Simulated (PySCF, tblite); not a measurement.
# C₄H₈O₃: dynamics, then NMR shifts on frames, part 2 of 2

tblite 0.8.0 and PySCF 2.14.0. Atoms count from 0.

## (5) NMR shieldings: 625 fs, PBE0/pcSseg-1

What the job is given:

```
{"job": {"kind": "nmr", "xc": "PBE0", "basis": "pcSseg-1", "pop": false}, "charge": 0, "multiplicity": 1}
C     -0.408800     2.056000    -0.171600
C     -0.284400     0.634700     0.363900
C     -1.555800    -0.209700     0.149400
O     -2.029900    -0.090000    -1.084700
O      0.780700     0.088700    -0.502300
C      1.543600    -0.813700     0.027500
O      1.439600    -1.272700     1.142900
H     -1.260500     2.655100     0.138800
H     -0.552100     1.985900    -1.238400
H      0.460700     2.563800     0.027500
H      0.125500     0.469200     1.408600
H     -1.545900    -1.230800     0.526400
H     -2.265800     0.339500     0.807400
H     -1.673500    -0.786900    -1.632100
H      2.456000    -0.986200    -0.581000
```

Method: GIAO PBE0/pcSseg-1 NMR shielding, non-relativistic, gas phase.

What it wrote:

```text
coarse grid: 12568 points
cycle   1  E = -382.1562949418  dE =  1.194e+00  |g| = 1.036e+00  |ddm| = 3.282e+00
cycle   2  E = -381.7875846553  dE =  3.687e-01  |g| = 1.749e+00  |ddm| = 1.803e+00
cycle   3  E = -382.3338457704  dE = -5.463e-01  |g| = 3.198e-01  |ddm| = 1.287e+00
cycle   4  E = -382.3517702529  dE = -1.792e-02  |g| = 9.430e-02  |ddm| = 2.459e-01
cycle   5  E = -382.3531923978  dE = -1.422e-03  |g| = 2.186e-02  |ddm| = 5.627e-02
cycle   6  E = -382.3532831659  dE = -9.077e-05  |g| = 6.807e-03  |ddm| = 1.638e-02
cycle   7  E = -382.3532911144  dE = -7.949e-06  |g| = 1.823e-03  |ddm| = 5.111e-03
final grid: 121432 points
cycle   8  E = -382.4258719370  dE = -2.312e-05  |g| = 1.359e-02  |ddm| = 2.630e-02
cycle   9  E = -382.4258259962  dE =  4.594e-05  |g| = 2.103e-02  |ddm| = 1.905e-02
cycle  10  E = -382.4259038506  dE = -7.785e-05  |g| = 2.572e-03  |ddm| = 1.214e-02
cycle  11  E = -382.4259050435  dE = -1.193e-06  |g| = 4.308e-04  |ddm| = 1.586e-03
cycle  12  E = -382.4259050720  dE = -2.854e-08  |g| = 1.645e-04  |ddm| = 3.577e-04
cycle  13  E = -382.4259050778  dE = -5.797e-09  |g| = 2.560e-05  |ddm| = 1.302e-04
cycle  14  E = -382.4259050779  dE = -1.243e-10  |g| = 9.436e-06  |ddm| = 2.566e-05
converged SCF energy = -382.4259050779

GIAO shielding tensors (ppm)
atom      isotropic    diamagn.    paramagn.     s11        s22        s33       span
  0 C      173.591     245.821     -72.230    146.848    181.520    192.406     45.559
  1 C      103.112     248.429    -145.317     66.794    108.776    133.765     66.971
  2 C      121.826     242.619    -120.793    100.329    119.200    145.949     45.620
  3 O      331.358     387.235     -55.876    293.403    322.216    378.456     85.053
  4 O       89.526     402.510    -312.985    -86.122    148.428    206.271    292.393
  5 C       18.593     247.918    -229.325    -83.989     60.915     78.853    162.842
  6 O     -122.299     402.749    -525.048   -421.853   -234.565    289.521    711.374
  7 H       30.714      28.783       1.931     26.462     27.488     38.193     11.731
  8 H       29.701      30.165      -0.464     25.906     28.983     34.215      8.310
  9 H       32.008      31.214       0.794     27.265     30.025     38.733     11.469
 10 H       25.112      31.957      -6.844     21.707     25.979     27.651      5.944
 11 H       27.427      30.536      -3.109     22.460     27.696     32.124      9.664
 12 H       27.816      29.026      -1.210     23.376     27.392     32.680      9.304
 13 H       31.112      32.763      -1.651     22.168     27.032     44.138     21.970
 14 H       23.236      27.229      -3.993     18.783     23.285     27.641      8.858
```

Wall time 16 s (1 thread of Arm Neoverse V1, shared host); peak memory 0.75 GiB.

This run: δ C5 168.3, C1 83.8, C2 65.1, C0 13.3, H14 8.48, H10 6.60 ppm.

## (6) Shielding tensors: 800 fs, PBE0/pcSseg-1

What the job is given:

```
{"job": {"kind": "nmr", "xc": "PBE0", "basis": "pcSseg-1", "pop": false}, "charge": 0, "multiplicity": 1}
C     -0.378800     1.683600     1.070600
C     -0.075700     0.237800     0.622800
C     -1.379800    -0.531100     0.305300
O     -2.307100    -0.132200    -0.723400
O      0.741600     0.162000    -0.563900
C      1.688200    -0.806000    -0.616300
O      2.009700    -1.499900     0.324400
H     -1.250800     1.638800     1.688100
H     -0.567100     2.292700     0.212000
H      0.387400     2.108100     1.737400
H      0.499900    -0.253100     1.426200
H     -1.134000    -1.555400    -0.018500
H     -1.956000    -0.579900     1.256300
H     -2.189000     0.830200    -0.876800
H      2.079300    -1.070900    -1.605800
```

Level: GIAO PBE0/pcSseg-1 NMR shielding, non-relativistic, gas phase.

What it wrote:

```text
coarse grid: 12568 points
cycle   1  E = -382.1465257738  dE =  9.174e-01  |g| = 1.045e+00  |ddm| = 3.250e+00
cycle   2  E = -381.7151958533  dE =  4.313e-01  |g| = 1.842e+00  |ddm| = 1.779e+00
cycle   3  E = -382.3302880488  dE = -6.151e-01  |g| = 3.250e-01  |ddm| = 1.278e+00
cycle   4  E = -382.3486952000  dE = -1.841e-02  |g| = 1.032e-01  |ddm| = 2.530e-01
cycle   5  E = -382.3504261673  dE = -1.731e-03  |g| = 2.170e-02  |ddm| = 6.066e-02
cycle   6  E = -382.3505241658  dE = -9.800e-05  |g| = 6.305e-03  |ddm| = 1.680e-02
cycle   7  E = -382.3505318267  dE = -7.661e-06  |g| = 1.611e-03  |ddm| = 4.589e-03
final grid: 121432 points
cycle   8  E = -382.4243386769  dE = -1.899e-05  |g| = 1.548e-02  |ddm| = 2.368e-02
cycle   9  E = -382.4242760349  dE =  6.264e-05  |g| = 2.427e-02  |ddm| = 2.130e-02
cycle  10  E = -382.4243806533  dE = -1.046e-04  |g| = 2.671e-03  |ddm| = 1.360e-02
cycle  11  E = -382.4243819418  dE = -1.288e-06  |g| = 5.030e-04  |ddm| = 1.663e-03
cycle  12  E = -382.4243819829  dE = -4.112e-08  |g| = 1.735e-04  |ddm| = 4.261e-04
cycle  13  E = -382.4243819894  dE = -6.493e-09  |g| = 2.707e-05  |ddm| = 1.413e-04
cycle  14  E = -382.4243819895  dE = -1.510e-10  |g| = 9.671e-06  |ddm| = 2.971e-05
converged SCF energy = -382.4243819895

GIAO shielding tensors (ppm)
atom      isotropic    diamagn.    paramagn.     s11        s22        s33       span
  0 C      170.461     247.544     -77.083    148.012    172.518    190.852     42.840
  1 C      113.878     247.617    -133.739     73.940    114.038    153.654     79.715
  2 C      107.884     242.125    -134.241     90.851    108.110    124.690     33.839
  3 O      314.641     389.498     -74.858    282.843    289.055    372.024     89.181
  4 O       97.133     401.659    -304.526    -95.466    185.618    201.247    296.713
  5 C       12.889     246.758    -233.868    -99.180     65.013     72.834    172.013
  6 O     -159.767     401.676    -561.443   -500.689   -282.859    304.246    804.936
  7 H       31.012      30.385       0.627     26.481     29.452     37.104     10.623
  8 H       30.406      30.504      -0.098     26.658     28.960     35.602      8.944
  9 H       29.579      28.822       0.758     25.453     27.173     36.113     10.660
 10 H       25.368      32.749      -7.381     21.427     25.842     28.837      7.410
 11 H       27.293      30.067      -2.774     22.482     28.298     31.099      8.617
 12 H       27.455      29.679      -2.224     22.548     27.962     31.855      9.307
 13 H       30.586      32.157      -1.571     21.047     30.546     40.165     19.118
 14 H       22.712      27.011      -4.300     18.685     22.404     27.046      8.361
```

Wall time 16 s (1 thread of Arm Neoverse V1, shared host); peak memory 0.75 GiB.

This run: δ C5 174.0, C2 79.0, C1 73.0, C0 16.5, H14 9.01, H10 6.35 ppm.

## (7) Nuclear shieldings: 1000 fs, PBE0/pcSseg-1

What the job is given:

```
{"job": {"kind": "nmr", "xc": "PBE0", "basis": "pcSseg-1", "pop": false}, "charge": 0, "multiplicity": 1}
C      0.079400     1.755000     1.225000
C      0.169200     0.297100     0.801200
C     -1.180500    -0.225700     0.190700
O     -1.707400     0.486100    -0.985900
O      1.253100     0.220900    -0.173500
C      1.729700    -0.992400    -0.486600
O      1.550600    -2.032000     0.043000
H     -0.729200     2.012900     1.886400
H      0.067200     2.243400     0.295100
H      0.997500     2.017200     1.811600
H      0.454800    -0.497500     1.539000
H     -1.016100    -1.251400    -0.179500
H     -2.024900    -0.242500     0.965900
H     -2.186100     1.168200    -0.554000
H      2.402200    -0.933000    -1.369100
```

With the program's defaults for keys left out, this is: GIAO PBE0/pcSseg-1 NMR shielding, non-relativistic, gas phase.

What it wrote:

```text
coarse grid: 12568 points
cycle   1  E = -382.1525109530  dE =  9.386e-01  |g| = 1.037e+00  |ddm| = 3.243e+00
cycle   2  E = -381.7964007309  dE =  3.561e-01  |g| = 1.738e+00  |ddm| = 1.813e+00
cycle   3  E = -382.3376553681  dE = -5.413e-01  |g| = 2.532e-01  |ddm| = 1.267e+00
cycle   4  E = -382.3482430845  dE = -1.059e-02  |g| = 1.032e-01  |ddm| = 2.141e-01
cycle   5  E = -382.3499983659  dE = -1.755e-03  |g| = 2.011e-02  |ddm| = 6.107e-02
cycle   6  E = -382.3500846341  dE = -8.627e-05  |g| = 5.624e-03  |ddm| = 1.654e-02
cycle   7  E = -382.3500912150  dE = -6.581e-06  |g| = 1.163e-03  |ddm| = 4.252e-03
final grid: 121432 points
cycle   8  E = -382.4241772822  dE = -2.141e-05  |g| = 1.485e-02  |ddm| = 2.731e-02
cycle   9  E = -382.4241222049  dE =  5.508e-05  |g| = 2.294e-02  |ddm| = 2.232e-02
cycle  10  E = -382.4242177329  dE = -9.553e-05  |g| = 1.692e-03  |ddm| = 1.375e-02
cycle  11  E = -382.4242182420  dE = -5.090e-07  |g| = 4.640e-04  |ddm| = 1.169e-03
cycle  12  E = -382.4242182743  dE = -3.230e-08  |g| = 1.872e-04  |ddm| = 3.916e-04
cycle  13  E = -382.4242182814  dE = -7.107e-09  |g| = 2.519e-05  |ddm| = 1.422e-04
cycle  14  E = -382.4242182815  dE = -1.276e-10  |g| = 8.708e-06  |ddm| = 2.862e-05
converged SCF energy = -382.4242182815

GIAO shielding tensors (ppm)
atom      isotropic    diamagn.    paramagn.     s11        s22        s33       span
  0 C      171.945     247.123     -75.178    149.711    179.780    186.344     36.633
  1 C      108.882     248.373    -139.491     70.646    118.550    137.451     66.805
  2 C      107.264     245.520    -138.257     77.725    106.909    137.157     59.432
  3 O      317.280     387.358     -70.078    300.106    324.590    327.143     27.038
  4 O      107.138     401.261    -294.123    -69.960    176.502    214.872    284.832
  5 C       21.820     245.524    -223.704    -81.499     71.573     75.386    156.884
  6 O     -114.084     402.436    -516.520   -423.738   -219.469    300.954    724.691
  7 H       30.878      29.814       1.064     26.463     28.550     37.621     11.158
  8 H       30.458      30.830      -0.372     26.867     29.578     34.928      8.062
  9 H       29.435      27.899       1.535     24.955     27.248     36.101     11.146
 10 H       25.760      32.226      -6.467     22.615     26.459     28.206      5.591
 11 H       26.739      30.998      -4.259     21.666     28.349     30.202      8.536
 12 H       26.985      30.115      -3.130     22.390     27.066     31.499      9.109
 13 H       31.634      33.058      -1.423     21.971     29.340     43.592     21.621
 14 H       23.221      26.490      -3.269     18.377     23.411     27.875      9.497
```

It took 16 s on 1 thread of Arm Neoverse V1, shared host; peak memory 0.75 GiB.

This run: δ C5 165.1, C2 79.7, C1 78.0, C0 15.0, H14 8.50, H10 5.96 ppm.

## (8) Comparing the runs: NMR shifts

Shifts (ppm) of some atoms, chosen among heavy atoms and hydrogens apart, with basis size and wall time:

| frame | C2 | C1 | H7 | H9 | O6 | O4 | O3 | functions | time |
| --- | --- | --- | --- | --- | --- | --- | --- | --- | --- |
| 250 fs | 73.7 | 68.1 | 3.18 | 1.14 | 435.8 | 227.4 | 19.4 | 159 | 21 s |
| 425 fs | 69.9 | 71.1 | 2.62 | 2.21 | 454.5 | 221.6 | 11.1 | 159 | 16 s |
| 625 fs | 65.1 | 83.8 | 1.00 | -0.29 | 458.4 | 246.6 | 4.7 | 159 | 16 s |
| 800 fs | 79.0 | 73.0 | 0.70 | 2.14 | 495.8 | 238.9 | 21.4 | 159 | 16 s |
| 1000 fs | 79.7 | 78.0 | 0.84 | 2.28 | 450.2 | 228.9 | 18.8 | 159 | 16 s |

## (9) Results

The summary covers parts 1 to 2.

| quantity | value |
| --- | --- |
| thermostat | 300 K |
| mean temperature, second half | 316 K |
| mean potential energy above the minimum | 0.47 eV |
| 13C shifts against TMS (PBE0/pcSseg-1, 250 fs) | 160.9, 73.7, 68.1, 18.2 ppm |
| 1H shifts against TMS (PBE0/pcSseg-1, 250 fs) | 8.03, 5.72, 3.95, 3.92, 3.18, 2.50, 1.25, 1.14 ppm |
| 17O shifts against H2O (PBE0/pcSseg-1, 250 fs) | 435.8, 227.4, 19.4 ppm |
| surface potential, 1st and 99th percentile | -1.58 V and 1.75 V |
| range of the shift of O6 | 435.8 to 495.8 ppm |

What this shows: In the second half the potential energy averages 0.47 eV above the minimum; equipartition over 39 harmonic modes at 300 K would give 0.50 eV. With 15 atoms the temperature swings widely (135 to 429 K). Shifts at one fixed geometry are not the observed spectrum, which averages over the motion. In the first frame run (250 fs): Shielding is most anisotropic at O6 (span 701 ppm, paramagnetic term -503 ppm). In ppm, O6 moves most: its shift spreads over 60.1 ppm, from 435.8 (250 fs) to 495.8 (800 fs).
